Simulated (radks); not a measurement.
**Ionisation of Ag: one atom, several choices of exchange strength α**

The task here is to estimate one member of a computed series from the others.

Program: radks (a radial shooting solver on a logarithmic mesh, Libxc functionals) version 1. Level of theory: scalar-relativistic Kohn-Sham, spin-polarised, spherical densities, finite nucleus; open shells are filled with parallel spins first. These are calculated values, not measurements, unless marked.

## Starting point

* element: silver (Z = 47)
* charge: 0
* electrons: 47
* configuration: [Kr] 4d10 5s1
* ion: Ag⁺, [Kr] 4d10
* choices: α = 0.667; α = 0.717; α = 0.758; α = 0.787; α = 0.857; α = 0.994; α = 0.995

The outer shells:

Ag
```
[Kr] core
4d [↑↓][↑↓][↑↓][↑↓][↑↓]
5s [↑ ]
```

Ag⁺
```
[Kr] core
4d [↑↓][↑↓][↑↓][↑↓][↑↓]
```

Set-up of the first run:

The run's settings:

```text
Z 47
configuration [Kr] 4d10 5s1
relativity scalar-relativistic
functional xalpha 0.667
spin polarised
nucleus finite rms 4.5454 fm
c 137.035999084
```

Steps of the session up to this table: α = 0.667: Ag.

One of the session's tables, all rows but one given; the rest of the session is left out.

It belongs to the step «α = 0.667: Ag». From the orbitals of this run (lengths in bohr):

```
  level     <r>  outermost maximum (interpolated)  90 % within  nodes
4s down  0.9112                             0.821         1.33      3
  4s up  0.9116                             0.821         1.33      3
4p down   1.000                             0.875         1.48      2
  4p up   1.001                             0.875         1.49      2
  4d up   1.448                              1.04         2.39      1
4d down   1.413                              1.04         2.30      1
  5s up       ?                                 ?            ?      ?
5s down   3.186                              2.48         4.94      4
```

Estimate the missing values for 5s up.

As computed: <r>: 3.189; outermost maximum (interpolated): 2.53; 90 % within: 4.89; nodes: 4. In the column «<r>» it is the highest.
